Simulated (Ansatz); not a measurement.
# SiN₂H₆ + HF + HF: a complex and its separated parts, part 2 of 3

Ansatz 0.2.0, Gaussian basis. Earlier steps stand in the parts before.

### Step 11. B3LYP-D4/def2-TZVPP

The inputs:

parta/in.yaml

```yaml
crystal:
  periodic: [false, false, false]
  atoms:
    - {symbol: Si, position_ang: [-0.937740, -0.122798, -0.916017]}
    - {symbol: N, position_ang: [-0.406044, -1.404217, 0.085483]}
    - {symbol: H, position_ang: [-1.442430, -0.482948, -2.273678]}
    - {symbol: H, position_ang: [-2.073884, 0.467569, -0.148985]}
    - {symbol: N, position_ang: [0.396077, 0.896760, -1.246254]}
    - {symbol: H, position_ang: [-1.039672, -1.843414, 0.731678]}
    - {symbol: H, position_ang: [0.333784, -2.024163, -0.200254]}
    - {symbol: H, position_ang: [0.439924, 1.417258, -2.105950]}
    - {symbol: H, position_ang: [0.916015, 1.340778, -0.507454]}
basis:
  gaussian: {orbitals: def2-TZVPP}
hamiltonian: {xc: {name: B3LYP}, dispersion: d4}
```

partb/in.yaml

```yaml
crystal:
  periodic: [false, false, false]
  atoms:
    - {symbol: H, position_ang: [1.236905, 1.065868, 1.749186]}
    - {symbol: F, position_ang: [1.389700, 1.894077, 1.378752]}
basis:
  gaussian: {orbitals: def2-TZVPP}
hamiltonian: {xc: {name: B3LYP}, dispersion: d4}
```

partc/in.yaml

```yaml
crystal:
  periodic: [false, false, false]
  atoms:
    - {symbol: H, position_ang: [0.371716, -0.792309, 1.371408]}
    - {symbol: F, position_ang: [0.815648, -0.412359, 2.082084]}
basis:
  gaussian: {orbitals: def2-TZVPP}
hamiltonian: {xc: {name: B3LYP}, dispersion: d4}
```

One command serves all of them, each in its own folder.

Launch:

```console
$ ansatz run in.yaml --threads 8 --pin off --events-out ev --progress --plain --max-ram 19148MiB
```

Log of parta (excerpt; [...] marks lines left out):

```text
Functional definition: B3LYP
  name "B3LYP"
  cite "Stephens, Devlin, Chabalowski & Frisch, J. Phys. Chem. 98, 11623 (1994) doi:10.1021/j100096a001"
  cite "Becke, Phys. Rev. A 38, 3098 (1988) doi:10.1103/PhysRevA.38.3098"
  cite "Lee, Yang & Parr, Phys. Rev. B 37, 785 (1988) doi:10.1103/PhysRevB.37.785"
  cite "Vosko, Wilk & Nusair, Can. J. Phys. 58, 1200 (1980) doi:10.1139/p80-159"
[...]
955 factors; their error is unknown
[...]
mean field -10959.48791334 eV, -402.7537522076 hartree, gradient 1.1e-5 eV, S^2 0.000000; 0 other end points of the search recorded, 0 dependent functions left out
reference -10959.48814830 eV, -402.7537608422 hartree; 17, 17 occupied and 171, 171 virtual orbitals, 955 factors
Total energy: -10959.71087294 eV, -402.7619458216 hartree
```

Log of partb (excerpt; [...] marks lines left out):

```text
[... 6 set-up lines as earlier in the session ...]
[...]
215 factors; their error is unknown
[...]
mean field -2734.54626017 eV, -100.4927215190 hartree, gradient 1.9e-5 eV, S^2 0.000000; 0 other end points of the search recorded, 0 dependent functions left out
reference -2734.54635101 eV, -100.4927248574 hartree; 5, 5 occupied and 40, 40 virtual orbitals, 215 factors
Total energy: -2734.54934072 eV, -100.4928347274 hartree
```

partc printed (excerpt; [...] marks lines left out):

```text
[... 6 set-up lines as earlier in the session ...]
[...]
215 factors; their error is unknown
[...]
mean field -2734.54626018 eV, -100.4927215195 hartree, gradient 1.9e-5 eV, S^2 0.000000; 0 other end points of the search recorded, 0 dependent functions left out
reference -2734.54635102 eV, -100.4927248579 hartree; 5, 5 occupied and 40, 40 virtual orbitals, 215 factors
Total energy: -2734.54934073 eV, -100.4928347279 hartree
```

Times: 3.6 s (parta), 0.78 s (partb), 0.97 s (partc) on 8 threads of Intel Xeon at 2.50GHz, shared host; peak memory 0.54 GiB.

### Step 12. r2SCAN0-D4/def2-TZVPP

The same edit goes into each in.yaml of step 11 (parta, partb, partc):

```diff
-hamiltonian: {xc: {name: B3LYP}, dispersion: d4}
+hamiltonian: {xc: {name: r2SCAN0}, dispersion: d4}
```

The same command starts each run, in its folder.

Launch:

```console
$ ansatz run in.yaml --threads 8 --pin off --events-out ev --progress --plain --max-ram 19148MiB
```

parta printed (excerpt; [...] marks lines left out):

```text
Functional definition: r2SCAN0
  name "r2SCAN0"
  cite "Bursch, Neugebauer, Ehlert & Grimme, J. Chem. Phys. 156, 134105 (2022) doi:10.1063/5.0086040"
[... 3 set-up lines as earlier in the session ...]
[...]
955 factors; their error is unknown
[...]
mean field -10955.78425403 eV, -402.6176452383 hartree, gradient 9.3e-6 eV, S^2 0.000000; 0 other end points of the search recorded, 0 dependent functions left out
reference -10955.78426308 eV, -402.6176455707 hartree; 17, 17 occupied and 171, 171 virtual orbitals, 955 factors
Total energy: -10955.82232068 eV, -402.6190441620 hartree
```

Log of partb (excerpt; [...] marks lines left out):

```text
[... 6 set-up lines as earlier in the session ...]
[...]
215 factors; their error is unknown
[...]
mean field -2732.94545918 eV, -100.4338931680 hartree, gradient 6.6e-5 eV, S^2 0.000000; 0 other end points of the search recorded, 0 dependent functions left out
reference -2732.94546164 eV, -100.4338932584 hartree; 5, 5 occupied and 40, 40 virtual orbitals, 215 factors
Total energy: -2732.94596362 eV, -100.4339117056 hartree
```

Log of partc (excerpt; [...] marks lines left out):

```text
[... 6 set-up lines as earlier in the session ...]
[...]
215 factors; their error is unknown
[...]
mean field -2732.94545914 eV, -100.4338931663 hartree, gradient 6.6e-5 eV, S^2 0.000000; 0 other end points of the search recorded, 0 dependent functions left out
reference -2732.94546160 eV, -100.4338932567 hartree; 5, 5 occupied and 40, 40 virtual orbitals, 215 factors
Total energy: -2732.94596357 eV, -100.4339117039 hartree
```

Times: 4.4 s (parta), 1.2 s (partb), 1.5 s (partc) on 8 threads of Intel Xeon at 2.50GHz, shared host; peak memory 0.54 GiB.

### Step 13. BHLYP-D4/def2-TZVPP

The same edit goes into each in.yaml of step 12 (parta, partb, partc):

```diff
-hamiltonian: {xc: {name: r2SCAN0}, dispersion: d4}
+hamiltonian: {xc: {name: BHLYP}, dispersion: d4}
```

Each run has its own folder and the same command.

Launch:

```console
$ ansatz run in.yaml --threads 8 --pin off --events-out ev --progress --plain --max-ram 19148MiB
```

Output in parta (excerpt; [...] marks lines left out):

```text
Functional definition: BHLYP
  name "BHLYP"
  cite "Becke, J. Chem. Phys. 98, 1372 (1993) doi:10.1063/1.464304"
[... 2 set-up lines as earlier in the session ...]
[...]
1002 factors; their error is unknown
[...]
mean field -10956.98291704 eV, -402.6616952915 hartree, gradient 3.8e-5 eV, S^2 0.000000; 0 other end points of the search recorded, 0 dependent functions left out
reference -10956.98307823 eV, -402.6617012151 hartree; 17, 17 occupied and 171, 171 virtual orbitals, 1002 factors
Total energy: -10957.14444799 eV, -402.6676314442 hartree
```

partb printed (excerpt; [...] marks lines left out):

```text
[... 5 set-up lines as earlier in the session ...]
[...]
234 factors; their error is unknown
[...]
mean field -2733.43313236 eV, -100.4518148268 hartree, gradient 1.2e-5 eV, S^2 0.000000; 0 other end points of the search recorded, 0 dependent functions left out
reference -2733.43319290 eV, -100.4518170515 hartree; 5, 5 occupied and 40, 40 virtual orbitals, 234 factors
Total energy: -2733.43492087 eV, -100.4518805532 hartree
```

partc printed (excerpt; [...] marks lines left out):

```text
[... 5 set-up lines as earlier in the session ...]
[...]
234 factors; their error is unknown
[...]
mean field -2733.43313230 eV, -100.4518148243 hartree, gradient 1.2e-5 eV, S^2 0.000000; 0 other end points of the search recorded, 0 dependent functions left out
reference -2733.43319283 eV, -100.4518170490 hartree; 5, 5 occupied and 40, 40 virtual orbitals, 234 factors
Total energy: -2733.43492080 eV, -100.4518805507 hartree
```

They took 3.8 s (parta), 0.66 s (partb), 0.77 s (partc) on 8 threads of Intel Xeon at 2.50GHz, shared host; peak memory 0.54 GiB.

### Step 14. CAM-B3LYP-D4/def2-TZVPP

Each input of step 13 (parta, partb, partc) changes in the same lines:

```diff
-hamiltonian: {xc: {name: BHLYP}, dispersion: d4}
+hamiltonian: {xc: {name: CAM-B3LYP}, dispersion: d4}
```

One command serves all of them, each in its own folder.

Launch:

```console
$ ansatz run in.yaml --threads 8 --pin off --events-out ev --progress --plain --max-ram 19148MiB
```

Output in parta (excerpt; [...] marks lines left out):

```text
Functional definition: CAM-B3LYP
  name "CAM-B3LYP"
  cite "Yanai, Tew & Handy, Chem. Phys. Lett. 393, 51 (2004) doi:10.1016/j.cplett.2004.06.011"
  cite "Iikura, Tsuneda, Yanai & Hirao, J. Chem. Phys. 115, 3540 (2001) doi:10.1063/1.1383587"
[... 2 set-up lines as earlier in the session ...]
[...]
  # Exact exchange under (alpha + beta erf(omega r))/r, Becke's under what is left of 1/r.
[...]
955 factors; their error is unknown
267 factors; integrals over basis functions are off by at most 1.3e-5 eV
[...]
mean field -10957.61064162 eV, -402.6847637444 hartree, gradient 2.2e-5 eV, S^2 0.000000; 0 other end points of the search recorded, 0 dependent functions left out
reference -10957.61075618 eV, -402.6847679543 hartree; 17, 17 occupied and 171, 171 virtual orbitals, 955 factors
Total energy: -10957.72546201 eV, -402.6889833156 hartree
```

Output in partb (excerpt; [...] marks lines left out):

```text
[... 6 set-up lines as earlier in the session ...]
[...]
  # Exact exchange under (alpha + beta erf(omega r))/r, Becke's under what is left of 1/r.
[...]
215 factors; their error is unknown
48 factors; integrals over basis functions are off by at most 4.9e-5 eV
[...]
mean field -2733.85902812 eV, -100.4674662072 hartree, gradient 6.2e-5 eV, S^2 0.000000; 0 other end points of the search recorded, 0 dependent functions left out
reference -2733.85907225 eV, -100.4674678291 hartree; 5, 5 occupied and 40, 40 virtual orbitals, 215 factors
Total energy: -2733.86051258 eV, -100.4675207600 hartree
```

partc printed (excerpt; [...] marks lines left out):

```text
[... 6 set-up lines as earlier in the session ...]
[...]
  # Exact exchange under (alpha + beta erf(omega r))/r, Becke's under what is left of 1/r.
[...]
215 factors; their error is unknown
48 factors; integrals over basis functions are off by at most 4.9e-5 eV
[...]
mean field -2733.85902813 eV, -100.4674662074 hartree, gradient 6.2e-5 eV, S^2 0.000000; 0 other end points of the search recorded, 0 dependent functions left out
reference -2733.85907226 eV, -100.4674678293 hartree; 5, 5 occupied and 40, 40 virtual orbitals, 215 factors
Total energy: -2733.86051258 eV, -100.4675207603 hartree
```

They took 5 s (parta), 0.83 s (partb), 1 s (partc) on 8 threads of Intel Xeon at 2.50GHz, shared host; peak memory 0.54 GiB.

### Step 15. wB97X-V/def2-TZVPP

The same edit goes into each in.yaml of step 14 (parta, partb, partc):

```diff
-hamiltonian: {xc: {name: CAM-B3LYP}, dispersion: d4}
+hamiltonian: {xc: {name: wB97X-V}}
```

Each run has its own folder and the same command.

Launch:

```console
$ ansatz run in.yaml --threads 8 --pin off --events-out ev --progress --plain --max-ram 19148MiB
```

parta printed (excerpt; [...] marks lines left out):

```text
Functional definition: wB97X-V
  name "wB97X-V"
  cite "Mardirossian & Head-Gordon, Phys. Chem. Chem. Phys. 16, 9904 (2014) doi:10.1039/C3CP54374A"
[... 2 set-up lines as earlier in the session ...]
[...]
      + integral(e_c_pw_opposite_spin*poly(b97_u_opposite, cos0, cos1)) + vv10(b, c)
955 factors; their error is unknown
238 factors; integrals over basis functions are off by at most 1.1e-5 eV
[...]
mean field -10956.47620226 eV, -402.6430738667 hartree, gradient 3.7e-5 eV, S^2 0.000000; 0 other end points of the search recorded, 0 dependent functions left out
reference -10956.47620038 eV, -402.6430737976 hartree; 17, 17 occupied and 171, 171 virtual orbitals, 955 factors
Total energy: -10956.47620038 eV, -402.6430737976 hartree
```

Output in partb (excerpt; [...] marks lines left out):

```text
[... 5 set-up lines as earlier in the session ...]
[...]
      + integral(e_c_pw_opposite_spin*poly(b97_u_opposite, cos0, cos1)) + vv10(b, c)
215 factors; their error is unknown
48 factors; integrals over basis functions are off by at most 2.2e-5 eV
[...]
mean field -2733.49560703 eV, -100.4541107285 hartree, gradient 1.0e-5 eV, S^2 0.000000; 0 other end points of the search recorded, 0 dependent functions left out
reference -2733.49560644 eV, -100.4541107067 hartree; 5, 5 occupied and 40, 40 virtual orbitals, 215 factors
Total energy: -2733.49560644 eV, -100.4541107067 hartree
```

Output in partc (excerpt; [...] marks lines left out):

```text
[... 5 set-up lines as earlier in the session ...]
[...]
      + integral(e_c_pw_opposite_spin*poly(b97_u_opposite, cos0, cos1)) + vv10(b, c)
215 factors; their error is unknown
48 factors; integrals over basis functions are off by at most 2.2e-5 eV
[...]
mean field -2733.49560703 eV, -100.4541107286 hartree, gradient 1.0e-5 eV, S^2 0.000000; 0 other end points of the search recorded, 0 dependent functions left out
reference -2733.49560644 eV, -100.4541107068 hartree; 5, 5 occupied and 40, 40 virtual orbitals, 215 factors
Total energy: -2733.49560644 eV, -100.4541107068 hartree
```

Times: 7 s (parta), 1.3 s (partb), 1.3 s (partc) on 8 threads of Intel Xeon at 2.50GHz, shared host; peak memory 0.54 GiB.

### Step 16. wB97M-V/def2-TZVPP

The same edit goes into each in.yaml of step 15 (parta, partb, partc):

```diff
-hamiltonian: {xc: {name: wB97X-V}}
+hamiltonian: {xc: {name: wB97M-V}}
```

The same command starts each run, in its folder.

Launch:

```console
$ ansatz run in.yaml --threads 8 --pin off --events-out ev --progress --plain --max-ram 19148MiB
```

parta printed (excerpt; [...] marks lines left out):

```text
Functional definition: wB97M-V
  name "wB97M-V"
  cite "Mardirossian & Head-Gordon, J. Chem. Phys. 144, 214110 (2016) doi:10.1063/1.4952647"
[... 2 set-up lines as earlier in the session ...]
  # Of w^i u^j: cxij and so on, Table III.
[...]
  gx(w, u) = 1 - cx + cx01*u + cx10*w
[...]
      + integral(e_c_pw_mod_opposite_spin*gos(b97_w_opposite, b97_u_opposite)) + vv10(b, c)
955 factors; their error is unknown
238 factors; integrals over basis functions are off by at most 1.1e-5 eV
[...]
mean field -10956.70113279 eV, -402.6513399111 hartree, gradient 3.5e-5 eV, S^2 0.000000; 0 other end points of the search recorded, 0 dependent functions left out
reference -10956.70117865 eV, -402.6513415966 hartree; 17, 17 occupied and 171, 171 virtual orbitals, 955 factors
Total energy: -10956.70117865 eV, -402.6513415966 hartree
```

Log of partb (excerpt; [...] marks lines left out):

```text
[... 5 set-up lines as earlier in the session ...]
  # Of w^i u^j: cxij and so on, Table III.
[...]
  gx(w, u) = 1 - cx + cx01*u + cx10*w
[...]
      + integral(e_c_pw_mod_opposite_spin*gos(b97_w_opposite, b97_u_opposite)) + vv10(b, c)
215 factors; their error is unknown
48 factors; integrals over basis functions are off by at most 2.2e-5 eV
[...]
mean field -2733.67553275 eV, -100.4607228768 hartree, gradient 1.2e-5 eV, S^2 0.000000; 0 other end points of the search recorded, 0 dependent functions left out
reference -2733.67554742 eV, -100.4607234158 hartree; 5, 5 occupied and 40, 40 virtual orbitals, 215 factors
Total energy: -2733.67554742 eV, -100.4607234158 hartree
```

partc printed (excerpt; [...] marks lines left out):

```text
[... 5 set-up lines as earlier in the session ...]
  # Of w^i u^j: cxij and so on, Table III.
[...]
  gx(w, u) = 1 - cx + cx01*u + cx10*w
[...]
      + integral(e_c_pw_mod_opposite_spin*gos(b97_w_opposite, b97_u_opposite)) + vv10(b, c)
215 factors; their error is unknown
48 factors; integrals over basis functions are off by at most 2.2e-5 eV
[...]
mean field -2733.67553275 eV, -100.4607228769 hartree, gradient 1.2e-5 eV, S^2 0.000000; 0 other end points of the search recorded, 0 dependent functions left out
reference -2733.67554742 eV, -100.4607234158 hartree; 5, 5 occupied and 40, 40 virtual orbitals, 215 factors
Total energy: -2733.67554742 eV, -100.4607234158 hartree
```

They took 7 s (parta), 1.6 s (partb), 1.4 s (partc) on 8 threads of Intel Xeon at 2.50GHz, shared host; peak memory 0.54 GiB.

### Step 17. B2PLYP/def2-TZVPP

The same edit goes into each in.yaml of step 16 (parta, partb, partc):

```diff
-hamiltonian: {xc: {name: wB97M-V}}
+hamiltonian: {xc: {name: B2PLYP}}
```

One command serves all of them, each in its own folder.

Launch:

```console
$ ansatz run in.yaml --threads 8 --pin off --events-out ev --progress --plain --max-ram 19148MiB
```

Log of parta (excerpt; [...] marks lines left out):

```text
Functional definition: B2PLYP
  name "B2PLYP"
  cite "Grimme, J. Chem. Phys. 124, 034108 (2006) doi:10.1063/1.2148954"
[... 2 set-up lines as earlier in the session ...]
[...]
1077 factors; integrals over basis functions are off by at most 1.2e-3 eV
[...]
mean field -10948.03930309 eV, -402.3330235411 hartree, gradient 4.4e-6 eV, S^2 0.000000; 0 other end points of the search recorded, 0 dependent functions left out
7 core orbitals not correlated: weight in the atoms' cores, before any rotation towards them, 1.000 or more for the frozen orbitals, at most 0.000 for the correlated occupied ones
reference -10948.03945357 eV, -402.3330290712 hartree; 10, 10 occupied and 171, 171 virtual orbitals, 1077 factors
second order -18.41209348 eV of doubles, -0.00000000 eV of singles
Total energy: -10953.01071881 eV, -402.5157196991 hartree
```

Output in partb (excerpt; [...] marks lines left out):

```text
[... 5 set-up lines as earlier in the session ...]
[...]
287 factors; integrals over basis functions are off by at most 1.0e-3 eV
[...]
mean field -2730.72523240 eV, -100.3523013385 hartree, gradient 1.4e-6 eV, S^2 0.000000; 0 other end points of the search recorded, 0 dependent functions left out
1 core orbitals not correlated: weight in the atoms' cores, before any rotation towards them, 1.000 or more for the frozen orbitals, at most 0.000 for the correlated occupied ones
reference -2730.72528910 eV, -100.3523034223 hartree; 4, 4 occupied and 40, 40 virtual orbitals, 287 factors
second order -8.59405509 eV of doubles, -0.00000000 eV of singles
Total energy: -2733.04568397 eV, -100.4375763611 hartree
```

Log of partc (excerpt; [...] marks lines left out):

```text
[... 5 set-up lines as earlier in the session ...]
[...]
287 factors; integrals over basis functions are off by at most 1.0e-3 eV
[...]
mean field -2730.72523233 eV, -100.3523013362 hartree, gradient 1.4e-6 eV, S^2 0.000000; 0 other end points of the search recorded, 0 dependent functions left out
1 core orbitals not correlated: weight in the atoms' cores, before any rotation towards them, 1.000 or more for the frozen orbitals, at most 0.000 for the correlated occupied ones
reference -2730.72528904 eV, -100.3523034200 hartree; 4, 4 occupied and 40, 40 virtual orbitals, 287 factors
second order -8.59405531 eV of doubles, -0.00000000 eV of singles
Total energy: -2733.04568397 eV, -100.4375763610 hartree
```

They took 8 s (parta), 1.3 s (partb), 1.5 s (partc) on 8 threads of Intel Xeon at 2.50GHz, shared host; peak memory 0.54 GiB.

### Step 18. PBE-QIDH/def2-TZVPP

Each input of step 17 (parta, partb, partc) changes in the same lines:

```diff
-hamiltonian: {xc: {name: B2PLYP}}
+hamiltonian: {xc: {name: PBE-QIDH}}
```

Each run has its own folder and the same command.

Launch:

```console
$ ansatz run in.yaml --threads 8 --pin off --events-out ev --progress --plain --max-ram 19148MiB
```

parta printed (excerpt; [...] marks lines left out):

```text
Functional definition: PBE-QIDH
  name "PBE-QIDH"
  cite "Brémond, Sancho-García, Pérez-Jiménez & Adamo, J. Chem. Phys. 141, 031101 (2014) doi:10.1063/1.4890314"
[... 1 set-up line as earlier in the session ...]
[...]
1077 factors; integrals over basis functions are off by at most 1.2e-3 eV
[...]
mean field -10943.45806967 eV, -402.1646663182 hartree, gradient 4.7e-6 eV, S^2 0.000000; 0 other end points of the search recorded, 0 dependent functions left out
7 core orbitals not correlated: weight in the atoms' cores, before any rotation towards them, 1.000 or more for the frozen orbitals, at most 0.000 for the correlated occupied ones
reference -10943.45808132 eV, -402.1646667463 hartree; 10, 10 occupied and 171, 171 virtual orbitals, 1077 factors
second order -17.12631336 eV of doubles, -0.00000000 eV of singles
Total energy: -10949.16685244 eV, -402.3744602154 hartree
```

partb printed (excerpt; [...] marks lines left out):

```text
[... 4 set-up lines as earlier in the session ...]
[...]
287 factors; integrals over basis functions are off by at most 1.0e-3 eV
[...]
mean field -2728.92248852 eV, -100.2860517231 hartree, gradient 3.8e-6 eV, S^2 0.000000; 0 other end points of the search recorded, 0 dependent functions left out
1 core orbitals not correlated: weight in the atoms' cores, before any rotation towards them, 1.000 or more for the frozen orbitals, at most 0.000 for the correlated occupied ones
reference -2728.92249188 eV, -100.2860518464 hartree; 4, 4 occupied and 40, 40 virtual orbitals, 287 factors
second order -8.07155311 eV of doubles, -0.00000000 eV of singles
Total energy: -2731.61300958 eV, -100.3849265483 hartree
```

Output in partc (excerpt; [...] marks lines left out):

```text
[... 4 set-up lines as earlier in the session ...]
[...]
287 factors; integrals over basis functions are off by at most 1.0e-3 eV
[...]
mean field -2728.92248841 eV, -100.2860517189 hartree, gradient 3.9e-6 eV, S^2 0.000000; 0 other end points of the search recorded, 0 dependent functions left out
1 core orbitals not correlated: weight in the atoms' cores, before any rotation towards them, 1.000 or more for the frozen orbitals, at most 0.000 for the correlated occupied ones
reference -2728.92249176 eV, -100.2860518421 hartree; 4, 4 occupied and 40, 40 virtual orbitals, 287 factors
second order -8.07155330 eV of doubles, -0.00000000 eV of singles
Total energy: -2731.61300953 eV, -100.3849265463 hartree
```

Wall times: 8.5 s (parta), 1.2 s (partb), 1.4 s (partc) on 8 threads of Intel Xeon at 2.50GHz, shared host; peak memory 0.54 GiB.

(Continued in part 3 of 3.)
